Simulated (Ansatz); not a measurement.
**Hf: the crystal squeezed far**

The task here is to estimate one member of a computed series from the others.

Computed with Ansatz 0.2.0 (DFT LDA, with the methods named in each step, unless a step's input says otherwise).

### The starting structure

Symmetry: P6_3/mmc, No. 194, hexagonal system. The conventional cell has a = 3.169 Å, b = 3.169 Å, c = 5.133 Å, α = 90.00°, β = 90.00°, γ = 120.00°. Around Hf (site symmetry -6m2) lie 12 Hf at 3.15 to 3.17 Å.

Structure file:

```xyz
2
Lattice="3.1688 0.0000 0.0000 -1.5844 2.7442 0.0000 0.0000 0.0000 5.1334" Properties=species:S:1:pos:R:3 pbc="T T T"
Hf    0.0000    1.8295    1.2834
Hf    1.5844    0.9147    3.8501
```

Whether this phase is the stable one at these pressures isn't tested.

Atoms are numbered in the order of the input: Hf1, Hf2.

Set-up of the first run:

input.yaml reads:

```yaml
crystal:
  lattice:
    - [3.1687855324, 0.0, 0.0]
    - [-1.5843927662, 2.7442487702, 0.0]
    - [0.0, 0.0, 5.1334325625]
  atoms:
    - { symbol: Hf, position: [0.3333333333, 0.6666666667, 0.25] }
    - { symbol: Hf, position: [0.6666666667, 0.3333333333, 0.75] }
kpoints:
  mp_grid: { grid: [15, 15, 8] }
scf:
  occupations: { method: fermi_dirac, width: 0.08 }
hamiltonian:
  xc: lda
  pseudopotentials: { kind: paw }
output:
  forces: true
  stress: true
  write_density: true
  write_potential: true
  elf: true
  volumetric_format: npy
relax:
  f_tol: 0.005
  max_steps: 40
  cell: {}
```

Launch:

```
$ ansatz run input.yaml --threads 1 --pin off --max-ram 2048MiB --backend cpu --events-out ev --progress --plain --runs-dir out
```

Among the steps run: Cell relaxed at zero pressure, PAW; Volume scaled by 1, PAW; Shape and atoms relaxed at 0.94 of the volume, PAW; Volume scaled by 0.94, PAW; Shape and atoms relaxed at 0.88 of the volume, PAW; Volume scaled by 0.88, PAW; Shape and atoms relaxed at 0.8 of the volume, PAW; Volume scaled by 0.8, PAW; Shape and atoms relaxed at 0.72 of the volume, PAW; Volume scaled by 0.72, PAW; Shape and atoms relaxed at 0.64 of the volume, PAW; Volume scaled by 0.64, PAW; Shape and atoms relaxed at 0.55 of the volume, PAW; Volume scaled by 0.55, PAW; Shape and atoms relaxed at 0.45 of the volume, PAW; Volume scaled by 0.45, PAW; Volume scaled by 0.45, PAW (source ansatz).

One table of the session follows, with a row left open; its other results are not shown here.

| method | volume over the first | volume (Å³/atom) | pressure (GPa) |
| --- | --- | --- | --- |
| PAW | 1 | 20.829 | -0.01 |
| PAW | 0.94 | 19.579 | 8.23 |
| PAW | 0.88 | ? | ? |
| PAW | 0.8 | 16.663 | 38.53 |
| PAW | 0.72 | 14.997 | 67.53 |
| PAW | 0.64 | 13.331 | 112.15 |
| PAW | 0.55 | 11.456 | 200.54 |
| PAW | 0.45 | 9.373 | 402.93 |
| PAW (source ansatz) | 0.45 | 9.373 | 405.02 |

Q: Estimate the row for PAW, 0.88 from the others.

**Answer.** volume (Å³/atom): 18.330; pressure (GPa): 18.99. In the column «volume (Å³/atom)» it lies between PAW, 0.8 (16.663) and PAW, 0.94 (19.579).

Limits of these values: Warnings in the runs' records: forces off the residual converged image, eigensolver not converged, bands unlocked at the loops exit.
